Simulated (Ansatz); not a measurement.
# C₅H₅ClF₂Ti: small, medium and large basis sets

One table from this session's results is given with a row withheld; the runs are named, their logs left out.

Program: Ansatz 0.2.0, Gaussian basis. Level of theory: one geometry, several basis sets. These are calculated values, not measurements.

The runs, in order: PBE0-D4/def2-SVP; ωB97M-V/def2-SVP; PBE0-D4/def2-QZVPP; ωB97M-V/def2-QZVPP; the functionals' def2-TZVPP values are taken from earlier runs.

1 further run of the same task is left out (it didn't finish).

## The geometry

An earlier PBE0-D4 in a triple-zeta def2 set relaxation fixed the geometry.

SMILES `[F][Ti]1234([F])([Cl])[C@H]5[C@@H]1[C@@H]2[C@@H]3[C@H]54`, 14 atoms, charge 0, spin multiplicity 1.

Atoms are counted from 1 here; the program's logs count them from 0.

Bond lengths: F1–Ti2 1.766 Å, Ti2–F3 1.766 Å, Ti2–Cl4 2.223 Å, Ti2–C5 2.364 Å, Ti2–C6 2.364 Å, Ti2–C7 2.357 Å, Ti2–C8 2.333 Å, Ti2–C9 2.357 Å, C5–C6 1.418 Å, C5–C9 1.404 Å, C5–H10 1.079 Å, C6–C7 1.404 Å, C6–H11 1.079 Å, C7–C8 1.413 Å, C7–H12 1.079 Å, C8–C9 1.413 Å, C8–H13 1.080 Å, C9–H14 1.079 Å. Angles: F1–Ti2–F3 104.4°, F1–Ti2–Cl4 104.7°, F1–Ti2–C5 107.5°, F1–Ti2–C6 140.8°, F1–Ti2–C7 131.3°, F1–Ti2–C8 96.4°, F1–Ti2–C9 83.9°, F3–Ti2–Cl4 104.6°, F3–Ti2–C5 140.7°, F3–Ti2–C6 107.4°, F3–Ti2–C7 83.9°, F3–Ti2–C8 96.4°, F3–Ti2–C9 131.3°, Cl4–Ti2–C5 88.9°, Cl4–Ti2–C6 88.9°, Cl4–Ti2–C7 119.7°, Cl4–Ti2–C8 145.1°, Cl4–Ti2–C9 119.7° and more.

The first run:

in.yaml

```yaml
crystal:
  periodic: [false, false, false]
  atoms:
    - {symbol: F, position_ang: [-2.154755, -1.247090, 0.600789]}
    - {symbol: Ti, position_ang: [-1.194297, 0.212455, 0.342312]}
    - {symbol: F, position_ang: [-1.376789, 1.129511, 1.840671]}
    - {symbol: Cl, position_ang: [-2.334295, 1.375621, -1.171213]}
    - {symbol: C, position_ang: [0.415234, -0.279656, -1.317290]}
    - {symbol: C, position_ang: [0.810715, 0.926467, -0.685812]}
    - {symbol: C, position_ang: [1.102656, 0.638004, 0.657072]}
    - {symbol: C, position_ang: [0.869893, -0.739424, 0.867533]}
    - {symbol: C, position_ang: [0.464891, -1.306876, -0.361198]}
    - {symbol: H, position_ang: [0.083788, -0.375288, -2.340049]}
    - {symbol: H, position_ang: [0.830312, 1.901746, -1.147877]}
    - {symbol: H, position_ang: [1.372251, 1.355390, 1.417022]}
    - {symbol: H, position_ang: [0.947264, -1.258986, 1.811520]}
    - {symbol: H, position_ang: [0.163152, -2.331873, -0.513471]}
basis:
  gaussian: {orbitals: def2-SVP}
hamiltonian: {xc: pbe0, dispersion: d4}
output: {orbitals: {seedname: orbitals}}
```

The run is started by

```bash
> ansatz run in.yaml --threads 2 --pin off --events-out ev --progress --plain --max-ram 22528MiB --backend cpu
```

Among the steps run: PBE0-D4 in def2-SVP; ωB97M-V in def2-SVP; PBE0-D4 in def2-QZVPP; ωB97M-V in def2-QZVPP.

One table of the session follows, with a row left open; its other results are not shown here.

It belongs to the step «Functionals by basis». 

```
functional       basis  HOMO (eV)  LUMO (eV)
   PBE0-D4    def2-SVP          ?          ?
   PBE0-D4  def2-TZVPP      -7.93      -2.45
   PBE0-D4  def2-QZVPP      -7.94      -2.47
   ωB97M-V    def2-SVP      -9.97      -0.31
   ωB97M-V  def2-TZVPP     -10.01      -0.27
   ωB97M-V  def2-QZVPP     -10.02      -0.31
```

Q: Estimate the row for PBE0-D4, def2-SVP from the others.

**Answer.** HOMO (eV): -7.93; LUMO (eV): -2.54.
